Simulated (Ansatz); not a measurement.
The system is NiMoIrPdW.

```
Ni Mo Pd Ir W
1.0
    -1.37004    1.37004    9.71647
     1.37004   -1.37004    9.71647
     1.37004    1.37004   -9.71647
Ni Mo Pd Ir W
1 1 1 1 1
Direct
  0.19862 0.19862 0.00000
  0.60922 0.60922 0.00000
  0.79310 0.79310 0.00000
  0.39944 0.39944 0.00000
  0.99565 0.99565 0.00000
```

The cell was built by a generator and needn't be a form met in nature.

- Program: Ansatz 0.2.0
- Task: relaxation of cell and atoms
- Functional: PBE
- Dispersion: D4
- Potentials or basis: Ansatz PAW
- Cutoff: 420 eV (not typed: the program's choice for these potentials)
- k mesh: 10 × 10 × 10
- Occupations: fermi-dirac, width 0.05 eV
- Spin: collinear spin, ferromagnetic start
- Starting moments: [1.0, 1.0, 0.0, 0.6, 0.0] μB

At the start: volume 14.59 Å³/atom.

Q: Where does the relaxation end?

A: It ends after 5 steps and the volume is 14.20 Å³/atom (-2.6 %); space group I4mm (No. 107, to 0.05 Å); moment 0.00 μB per cell.

The path:
```tsv
step	energy change (eV)	largest force (eV/Å)	volume (Å³)
1	0.0000	0.1037	72.95
2	-0.0401	0.0599	71.27
3	-0.0411	0.0215	71.02
4	-0.0411	0.0065	71.02
5	-0.0403	0.0066	71.02
```

Final structure:
```yaml
crystal:
  lattice:
    - [-1.35639, 1.35639, 9.65105]
    - [1.35639, -1.35639, 9.65105]
    - [1.35639, 1.35639, -9.65105]
  atoms:
    - { symbol: Ni, position: [0.19897, 0.19897, 0.00000] }
    - { symbol: Mo, position: [0.60949, 0.60949, 0.00000] }
    - { symbol: Pd, position: [0.79312, 0.79312, 0.00000] }
    - { symbol: Ir, position: [0.39855, 0.39855, 0.00000] }
    - { symbol: W, position: [0.99591, 0.99591, 0.00000] }
```

Caveat: the plane-wave basis is chosen anew once the cell has moved, so the energies of steps on either side of that aren't comparable; pairwise dispersion overbinds metals, which lowers pressure and volume; the starting moments weren't kept.
